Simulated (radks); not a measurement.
# Ni³⁺ in [Ar] 3d6 4d1: an all-electron calculation

One table from this session's results is given with a row withheld; the runs are named, their logs left out.

Method: scalar-relativistic Kohn-Sham, PBE, spin-unpolarised, spherical densities, finite nucleus. Code: radks (a radial shooting solver on a logarithmic mesh, Libxc functionals) version 1.

## What is computed

| Property | Result |
| --- | --- |
| element | nickel (Z = 28) |
| charge | +3 |
| electrons | 25 |
| configuration | [Ar] 3d6 4d1 |
| nuclear rms radius | 3.7757 fm |

Outer shells as boxes (Hund's rule):

Ni³⁺
```
[Ar] core
3d [↑↓][↑ ][↑ ][↑ ][↑ ]
4d [↑ ][  ][  ][  ][  ]
```

Set-up of the first run:

The run's settings:

```text
Z 28
configuration [Ar] 3d6 4d1
relativity scalar-relativistic
functional pbe,pbe
spin unpolarised
nucleus finite rms 3.7757 fm
c 137.035999084
```

Started as:

```bash
python run_ks.py task.json out
```

This one command runs every case of the session in turn.

Steps of the session up to this table: Self-consistent calculation.

One table of the session follows, with a row left open; its other results are not shown here.

It belongs to the step «Shells». From the orbitals of this run (lengths in bohr):

| level | <r> | outermost maximum (interpolated) | 90 % within | nodes |
| --- | --- | --- | --- | --- |
| 1s | 0.05409 | 0.0354 | 0.0966 | 0 |
| 2s | 0.2449 | 0.205 | 0.379 | 1 |
| 2p | 0.2153 | 0.165 | 0.352 | 0 |
| 3s | 0.7288 | 0.636 | 1.09 | 2 |
| 3p | ? | ? | ? | ? |
| 3d | 0.8456 | 0.608 | 1.41 | 0 |
| 4d | 3.140 | 2.83 | 4.62 | 1 |

Estimate the missing values for 3p.

The run gave: <r>: 0.7582; outermost maximum (interpolated): 0.641; 90 % within: 1.16; nodes: 1. In the column «<r>» it lies between 3s (0.7288) and 3d (0.8456).
